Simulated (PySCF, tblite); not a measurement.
# C₁₃H₇NS₃: electronic excitations, NMR shifts

What do calculations give for the electronic excitations, NMR shifts of C₁₃H₇NS₃ (`c1cc(-c2csc3c2sc2ccsc23)ccn1`)?

Computed with tblite 0.8.0 and PySCF 2.14.0 and routines of our own; the level stands in each step. Atoms count from 0.

## 1. The system as given

24 atoms, charge 0, multiplicity 1; geometry from: force field, distance geometry or constructed start.

## 2. Optimising the geometry with GFN2-xTB

What the job is given:

```
{"job": {"kind": "relax", "xc": "GFN2-xTB", "basis": "xTB"}, "charge": 0, "multiplicity": 1}
C     -3.196700    -0.942100    -1.948000
C     -2.044800    -0.944200    -1.196100
C     -1.978400    -0.138300    -0.053600
C     -0.796200    -0.102300     0.768700
C     -0.799400    -0.195700     2.163100
S      0.770400    -0.129900     2.886800
C      1.427000     0.020200     1.337600
C      0.543300     0.023000     0.299000
S      1.513900     0.189800    -1.123700
C      3.036200     0.251100    -0.322600
C      4.435700     0.370700    -0.543100
C      5.102400     0.337600     0.673900
S      4.073800     0.169300     2.065200
C      2.760300     0.139600     1.006400
C     -3.097000     0.650300     0.270000
C     -4.210000     0.583800    -0.545700
N     -4.286200    -0.191800    -1.651400
H     -3.292500    -1.560400    -2.837300
H     -1.214000    -1.580700    -1.480400
H     -1.650800    -0.305600     2.815900
H      4.918100     0.477800    -1.502600
H      6.171800     0.410900     0.833700
H     -3.096900     1.306100     1.139900
H     -5.097200     1.172700    -0.342700
```

Started as:

```sh
$ OMP_NUM_THREADS=1 python large_run.py task.json out
```

One launch serves the whole session: the jobs run in the order shown.

Log:

```text
step      E/eV     max force
  0   -1197.99104    2.742
  1   -1198.21362    1.157
  2   -1198.30471    0.705
  3   -1198.34958    0.590
  4   -1198.37902    0.770
  5   -1198.42019    0.703
  6   -1198.45639    0.506
  7   -1198.49769    0.482
  8   -1198.53704    0.442
  9   -1198.56838    0.375
 10   -1198.58561    0.251
 11   -1198.59368    0.224
 12   -1198.59831    0.173
 13   -1198.60261    0.164
 14   -1198.60714    0.158
 15   -1198.61109    0.123
 16   -1198.61439    0.121
 17   -1198.61739    0.162
 18   -1198.62027    0.172
 19   -1198.62263    0.108
 20   -1198.62444    0.084
 21   -1198.62608    0.101
 22   -1198.62774    0.121
 23   -1198.62931    0.093
 24   -1198.63069    0.086
 25   -1198.63201    0.085
 26   -1198.63333    0.092
 27   -1198.63448    0.082
 28   -1198.63536    0.076
 29   -1198.63615    0.071
 30   -1198.63715    0.083
 31   -1198.63852    0.115
 32   -1198.64017    0.119
 33   -1198.64183    0.103
 34   -1198.64341    0.098
 35   -1198.64508    0.108
 36   -1198.64720    0.115
 37   -1198.64995    0.133
 38   -1198.65300    0.128
 39   -1198.65564    0.136
 40   -1198.65775    0.118
 41   -1198.65943    0.086
 42   -1198.66093    0.084
 43   -1198.66229    0.093
 44   -1198.66334    0.088
 45   -1198.66412    0.063
 46   -1198.66484    0.059
 47   -1198.66553    0.052
 48   -1198.66607    0.056
 49   -1198.66644    0.041
 50   -1198.66677    0.041
 51   -1198.66717    0.049
 52   -1198.66759    0.043
 53   -1198.66793    0.038
 54   -1198.66818    0.041
 55   -1198.66842    0.045
 56   -1198.66874    0.047
 57   -1198.66911    0.043
 58   -1198.66946    0.040
 59   -1198.66975    0.042
 60   -1198.66999    0.048
 61   -1198.67021    0.034
 62   -1198.67041    0.032
 63   -1198.67060    0.031
 64   -1198.67082    0.044
 65   -1198.67104    0.042
 66   -1198.67123    0.022
 67   -1198.67136    0.019
```

It took 1.1 s on 1 thread of Arm Neoverse V1, shared host; peak memory 0.18 GiB.

Step by step:

| step | energy from step 0 (eV) | largest force (eV/Å) |
| --- | --- | --- |
| 0 | 0.0000 | 2.7424 |
| 1 | -0.2226 | 1.1570 |
| 2 | -0.3137 | 0.7051 |
| 3 | -0.3585 | 0.5894 |
| 4 | -0.3880 | 0.7696 |
| 5 | -0.4291 | 0.7031 |
| 6 | -0.4653 | 0.5064 |
| 7 | -0.5066 | 0.4821 |
| 8 | -0.5460 | 0.4420 |
| 13 | -0.6116 | 0.1643 |
| 18 | -0.6292 | 0.1727 |
| 23 | -0.6383 | 0.0925 |
| 28 | -0.6443 | 0.0755 |
| 33 | -0.6508 | 0.1028 |
| 38 | -0.6620 | 0.1284 |
| 43 | -0.6712 | 0.0927 |
| 48 | -0.6750 | 0.0554 |
| 53 | -0.6769 | 0.0377 |
| 58 | -0.6784 | 0.0400 |
| 63 | -0.6796 | 0.0310 |
| 64 | -0.6798 | 0.0437 |
| 65 | -0.6800 | 0.0420 |
| 66 | -0.6802 | 0.0222 |
| 67 | -0.6803 | 0.0193 |

Close pairs (by a distance rule), those that changed most:

| bond | before (Å) | after (Å) | change (Å) |
| --- | --- | --- | --- |
| S12–C13 | 1.687 | 1.724 | +0.037 |
| S5–C6 | 1.689 | 1.726 | +0.037 |
| C0–N16 | 1.356 | 1.322 | -0.034 |
| C3–C4 | 1.398 | 1.367 | -0.031 |
| C15–N16 | 1.353 | 1.322 | -0.030 |
| C10–C11 | 1.388 | 1.358 | -0.030 |
| C9–C13 | 1.362 | 1.391 | +0.029 |
| C6–C13 | 1.379 | 1.406 | +0.027 |

The end geometry stands in the next job.

## 3. Electronic excitations: TDA CAM-B3LYP/6-31G*

What the job is given:

```
{"job": {"kind": "uv", "basis": "6-31G*", "grid": 1, "kgrid": 0, "vcut": 1.5, "nstates": 6, "ntriplets": 2, "tda": true, "delta": [], "pop": true, "xc": "CAM-B3LYP"}, "charge": 0, "multiplicity": 1}
C     -2.956745    -0.809172    -2.048593
C     -1.866223    -0.834648    -1.196355
C     -1.942511    -0.134379     0.006439
C     -0.813627    -0.103257     0.932448
C     -0.916547    -0.103361     2.295311
S      0.598460    -0.047719     3.123512
C      1.434137     0.002347     1.614024
C      0.549450    -0.046702     0.543127
S      1.350505     0.051369    -0.998677
C      2.887156     0.160620    -0.190097
C      4.217201     0.286440    -0.637587
C      5.083675     0.325511     0.407024
S      4.316104     0.215480     1.955818
C      2.771768     0.111518     1.195638
C     -3.124322     0.550309     0.286434
C     -4.146295     0.513499    -0.646151
N     -4.071871    -0.148875    -1.788240
H     -2.938340    -1.342645    -2.990008
H     -0.980533    -1.394559    -1.452526
H     -1.815065    -0.159837     2.877377
H      4.504282     0.347368    -1.670964
H      6.151677     0.410922     0.372828
H     -3.225932     1.116209     1.199627
H     -5.073445     1.045422    -0.477310
```

With the program's defaults for keys left out, this is: TDA CAM-B3LYP/6-31G*, vertical, gas phase, core orbitals frozen in the response, virtual orbitals cut by energy.

Log:

```text
start: PBE on a coarse grid of 23363 points
cycle   1  E = -1747.7521393196  dE =  3.302e+00  |g| = 6.856e-01  |ddm| = 6.227e+00
cycle   2  E = -1747.4909299431  dE =  2.612e-01  |g| = 1.170e+00  |ddm| = 2.376e+00
cycle   3  E = -1747.8614987829  dE = -3.706e-01  |g| = 2.772e-01  |ddm| = 1.834e+00
cycle   4  E = -1747.8813614142  dE = -1.986e-02  |g| = 1.116e-01  |ddm| = 4.733e-01
cycle   5  E = -1747.8846262461  dE = -3.265e-03  |g| = 3.853e-02  |ddm| = 1.788e-01
cycle   6  E = -1747.8849967191  dE = -3.705e-04  |g| = 1.479e-02  |ddm| = 6.008e-02
cycle   7  E = -1747.8850461221  dE = -4.940e-05  |g| = 6.982e-03  |ddm| = 2.372e-02
final grid: 101087 points
cycle   8  E = -1748.5440979264  dE = -1.164e-02  |g| = 4.240e-02  |ddm| = 4.893e-01
cycle   9  E = -1748.5445028535  dE = -4.049e-04  |g| = 3.977e-02  |ddm| = 1.174e-01
cycle  10  E = -1748.5448945957  dE = -3.917e-04  |g| = 1.040e-02  |ddm| = 5.285e-02
cycle  11  E = -1748.5449287245  dE = -3.413e-05  |g| = 5.745e-03  |ddm| = 2.040e-02
cycle  12  E = -1748.5449428289  dE = -1.410e-05  |g| = 1.125e-03  |ddm| = 7.975e-03
cycle  13  E = -1748.5449404531  dE =  2.376e-06  |g| = 5.068e-04  |ddm| = 2.469e-03
cycle  14  E = -1748.5449381908  dE =  2.262e-06  |g| = 2.106e-04  |ddm| = 1.140e-03
cycle  15  E = -1748.5449431472  dE = -4.956e-06  |g| = 7.076e-05  |ddm| = 3.970e-04
converged SCF energy = -1748.5449431472

Static polarisability (au): isotropic 181.515, principal 82.049 192.880 269.616

Singlet excitations
state   eV       nm        f      main configurations
  1   4.6947    264.1   0.44062   H->L 0.86
  2   4.9488    250.5   0.12027   H-1->L 0.69, H->L+1 0.19
  3   5.0629    244.9   0.10444   H-3->L+1 0.41, H-3->L 0.26, H->L+1 0.13
  4   5.1894    238.9   0.25453   H->L+1 0.41, H->L+3 0.12, H-3->L+1 0.11
  5   5.4039    229.4   0.06601   H->L+3 0.33, H->L+2 0.23, H-3->L+2 0.12
  6   5.4259    228.5   0.01316   H->L+3 0.39, H-3->L+2 0.27

Triplet excitations (Tamm-Dancoff, eV): 2.8881 3.7352
```

Run time: 39 s. Hardware: 1 thread of Arm Neoverse V1, shared host; peak memory 0.63 GiB.

Frontier orbitals and where they lie:

| orbital | eV | atoms |
| --- | --- | --- |
| HOMO−4 | -8.73 | C14 26 %, C1 24 %, C0 24 % |
| HOMO−3 | -8.59 | N16 64 %, C15 7 %, C0 7 % |
| HOMO−2 | -8.49 | S12 17 %, S5 11 %, C7 10 % |
| HOMO−1 | -7.53 | S8 32 %, S5 17 %, S12 16 % |
| HOMO | -7.04 | C4 20 %, C11 17 %, C9 13 % |
| LUMO | -0.21 | C4 23 %, C11 10 %, S5 10 % |
| LUMO+1 | 0.42 | C2 18 %, N16 14 %, C7 10 % |
| LUMO+2 | 0.91 | C0 23 %, C14 21 %, C15 20 % |
| LUMO+3 | 1.43 | S5 32 %, S12 26 %, C6 8 % |

With each of the 6 states as a Gaussian band of 0.4 eV half-width at 1/e, the curve within the window shown has maxima at 253 nm (ε 29,000) L/(mol cm). Beyond the last state computed it falls off for lack of states. The curve at chosen wavelengths:

nm, ε (L/mol/cm) and a bar:
```
      217       3813 ##
      220       5800 ####
      224       9176 ########
      227      12105 ###########
      231      16208 ################
      234      19184 ###################
      238      22709 #######################
      241      24884 ##########################
      245      27062 ############################
      248      28136 #############################
      251      28723 ##############################
      255      28739 ##############################
      258      28171 #############################
      262      26659 ############################
      265      25006 ##########################
      269      22247 #######################
      272      19890 ####################
      275      17413 #################
      279      14120 ##############
      282      11782 ###########
      286       8978 ########
      289       7164 ######
      293       5158 ####
      296       3953 ##
      300       2706 #
      303       2002
```

Further results of this job:

| property | computed |
| --- | --- |
| dipole moment (D) | 2.13 |
| polarisability (Å³) | 26.90 |
| HOMO–LUMO gap (eV) | 6.83 |
| −ε(HOMO) (eV) | 7.04 |

## 4. NMR shifts: GIAO KT3/pcSseg-1

The job, as its differences from that of step 3:

```diff
@@ -1,2 +1,2 @@
-{"job": {"kind": "uv", "basis": "6-31G*", "grid": 1, "kgrid": 0, "vcut": 1.5, "nstates": 6, "ntriplets": 2, "tda": true, "delta": [], "pop": true, "xc": "CAM-B3LYP"}, "charge": 0, "multiplicity": 1}
+{"job": {"kind": "nmr", "xc": "KT3", "basis": "pcSseg-1", "pop": false}, "charge": 0, "multiplicity": 1}
 C     -2.956745    -0.809172    -2.048593
```

Method: GIAO KT3/pcSseg-1 NMR shielding, non-relativistic, gas phase.

Log:

```text
start: PBE on a coarse grid of 23363 points
cycle   1  E = -1747.3485971620  dE =  3.259e+00  |g| = 6.849e-01  |ddm| = 6.168e+00
cycle   2  E = -1747.0679536099  dE =  2.806e-01  |g| = 1.211e+00  |ddm| = 2.509e+00
cycle   3  E = -1747.4514281465  dE = -3.835e-01  |g| = 2.765e-01  |ddm| = 1.940e+00
cycle   4  E = -1747.4701543714  dE = -1.873e-02  |g| = 1.155e-01  |ddm| = 4.863e-01
cycle   5  E = -1747.4735250903  dE = -3.371e-03  |g| = 4.060e-02  |ddm| = 1.844e-01
cycle   6  E = -1747.4739158833  dE = -3.908e-04  |g| = 1.483e-02  |ddm| = 6.691e-02
cycle   7  E = -1747.4739635299  dE = -4.765e-05  |g| = 6.777e-03  |ddm| = 2.418e-02
final grid: 209915 points
cycle   8  E = -1766.4148141932  dE = -4.686e-02  |g| = 2.247e-01  |ddm| = 8.097e-01
cycle   9  E = -1766.4094535545  dE =  5.361e-03  |g| = 2.074e-01  |ddm| = 3.484e-01
cycle  10  E = -1766.4124999504  dE = -3.046e-03  |g| = 1.478e-01  |ddm| = 3.984e-01
cycle  11  E = -1766.4182966136  dE = -5.797e-03  |g| = 3.353e-02  |ddm| = 2.200e-01
cycle  12  E = -1766.4186229577  dE = -3.263e-04  |g| = 7.652e-03  |ddm| = 4.994e-02
cycle  13  E = -1766.4186372762  dE = -1.432e-05  |g| = 2.279e-03  |ddm| = 1.453e-02
cycle  14  E = -1766.4186379977  dE = -7.215e-07  |g| = 9.733e-04  |ddm| = 4.035e-03
cycle  15  E = -1766.4186387587  dE = -7.610e-07  |g| = 4.283e-04  |ddm| = 1.548e-03
cycle  16  E = -1766.4186390545  dE = -2.958e-07  |g| = 1.250e-04  |ddm| = 6.241e-04
cycle  17  E = -1766.4186381373  dE =  9.171e-07  |g| = 4.036e-05  |ddm| = 2.540e-04
converged SCF energy = -1766.4186381373

GIAO shielding tensors (ppm)
atom      isotropic    diamagn.    paramagn.     s11        s22        s33       span
  0 C       41.431     251.016    -209.585    -57.139     40.959    140.474    197.613
  1 C       70.323     254.220    -183.897    -23.099     65.531    168.537    191.636
  2 C       49.951     257.041    -207.090    -38.775     21.410    167.219    205.994
  3 C       55.506     249.144    -193.638     -8.084     40.052    134.549    142.633
  4 C       68.157     256.204    -188.047      2.890     74.579    127.002    124.111
  5 S      343.087    1059.271    -716.184    195.154    369.852    464.253    269.099
  6 C       58.423     264.734    -206.311     14.585     44.087    116.597    102.012
  7 C       49.865     263.633    -213.767      8.143     50.161     91.293     83.150
  8 S      367.278    1062.082    -694.803    212.058    408.573    481.204    269.146
  9 C       49.248     262.701    -213.452      9.024     43.032     95.689     86.664
 10 C       70.912     244.804    -173.892      1.405     58.708    152.624    151.219
 11 C       64.521     266.466    -201.945     -8.641     72.815    129.389    138.030
 12 S      348.879    1059.235    -710.356    213.218    370.263    463.156    249.939
 13 C       58.757     262.496    -203.739     15.207     43.222    117.844    102.637
 14 C       68.972     249.197    -180.225    -25.183     69.219    162.881    188.064
 15 C       41.386     249.883    -208.497    -57.067     41.238    139.986    197.052
 16 N      -63.653     331.687    -395.340   -347.614   -137.289    293.944    641.558
 17 H       22.957      29.157      -6.200     18.750     22.375     27.745      8.996
 18 H       24.207      35.489     -11.282     18.129     23.579     30.914     12.785
 19 H       24.692      34.159      -9.467     19.722     26.805     27.549      7.827
 20 H       24.585      31.426      -6.841     20.152     26.271     27.331      7.179
 21 H       24.759      29.404      -4.645     20.837     24.949     28.492      7.655
 22 H       24.577      34.777     -10.200     20.305     22.937     30.490     10.185
 23 H       22.996      26.568      -3.572     18.820     22.731     27.435      8.615
```

It took 26 s on 1 thread of Arm Neoverse V1, shared host; peak memory 0.59 GiB.

The references, computed at this level on geometries of the same kind, shield at (ppm): 1H TMS 31.76, 13C TMS 184.7, 15N NH3 264.4. Their shielding less the atom's gives the shift. The references are single molecules in the gas phase, so shifts against H2O, NH3, PH3, H3PO4 or CFCl3 are not on the usual liquid scales and can be off by tens of ppm. Atoms listed in one row are averaged.

| atoms | environment | σ (ppm) | δ (ppm) |
| --- | --- | --- | --- |
| C0, C15 | aromatic CH next to a ring nitrogen | 41.4 | 143.3 |
| C9 | ring-fusion aromatic carbon | 49.2 | 135.5 |
| C7 | ring-fusion aromatic carbon | 49.9 | 134.9 |
| C2 | substituted aromatic carbon | 50.0 | 134.8 |
| C3 | substituted aromatic carbon | 55.5 | 129.2 |
| C6 | ring-fusion aromatic carbon | 58.4 | 126.3 |
| C13 | ring-fusion aromatic carbon | 58.8 | 126.0 |
| C11 | aromatic CH next to the ring sulfur | 64.5 | 120.2 |
| C4 | aromatic CH next to the ring sulfur | 68.2 | 116.6 |
| C1, C14 | aromatic CH | 69.6 | 115.1 |
| C10 | aromatic CH | 70.9 | 113.8 |
| H17, H23 | hydrogen on an aromatic CH next to a ring nitrogen | 22.98 | 8.78 |
| H18, H22 | hydrogen on an aromatic CH | 24.39 | 7.37 |
| H20 | hydrogen on an aromatic CH | 24.58 | 7.18 |
| H19 | hydrogen on an aromatic CH next to the ring sulfur | 24.69 | 7.07 |
| H21 | hydrogen on an aromatic CH next to the ring sulfur | 24.76 | 7.00 |
| S5 | aromatic ring sulfur | 343 | – |
| S12 | aromatic ring sulfur | 349 | – |
| S8 | aromatic ring sulfur | 367 | – |
| N16 | pyridine-type ring nitrogen | -63.7 | 328.0 |

Ring of atoms C0, C1, C2, C14, C15, N16: NICS(0) -6.8, NICS(1) -10.0, NICS(1)zz -24.9 ppm (means of both faces).

Ring of atoms C3, C4, S5, C6, C7: NICS(0) -10.6, NICS(1) -8.8, NICS(1)zz -18.6 ppm (means of both faces).

Ring of atoms C6, C7, S8, C9, C13: NICS(0) -9.4, NICS(1) -8.3, NICS(1)zz -16.3 ppm (means of both faces).

## 5. Results

| quantity | value |
| --- | --- |
| lowest singlet (CAM-B3LYP/6-31G*) | 4.69 eV (264 nm), f = 0.441 |
| lowest triplet | 2.89 eV |
| 13C shifts against TMS (KT3/pcSseg-1, means over atoms taken as alike) | 143.3, 135.5, 134.9, 134.8, 129.2, 126.3, 126.0, 120.2, 116.6, 115.1, 113.8 ppm |
| 1H shifts against TMS (KT3/pcSseg-1, means over atoms taken as alike) | 8.78, 7.37, 7.18, 7.07, 7.00 ppm |
| 15N shifts against NH3 (KT3/pcSseg-1) | 328.0 ppm |
| shieldings of S (KT3/pcSseg-1) | S5 343.1, S12 348.9, S8 367.3 ppm |

In words: The first singlet state (HOMO→LUMO 0.86) lies at 4.69 eV and is bright. The lowest triplet lies 1.81 eV below the lowest singlet. At KT3/pcSseg-1: The widest tensor belongs to N16: span 642 ppm, with a paramagnetic part of -395 ppm. NICS(1)zz of -25 ppm above the planar ring from C0 marks a diatropic (aromatic) ring current. NICS(1)zz of -19 ppm above the planar ring from C3 marks a diatropic (aromatic) ring current. NICS(1)zz of -16 ppm above the planar ring from C6 marks a diatropic (aromatic) ring current.
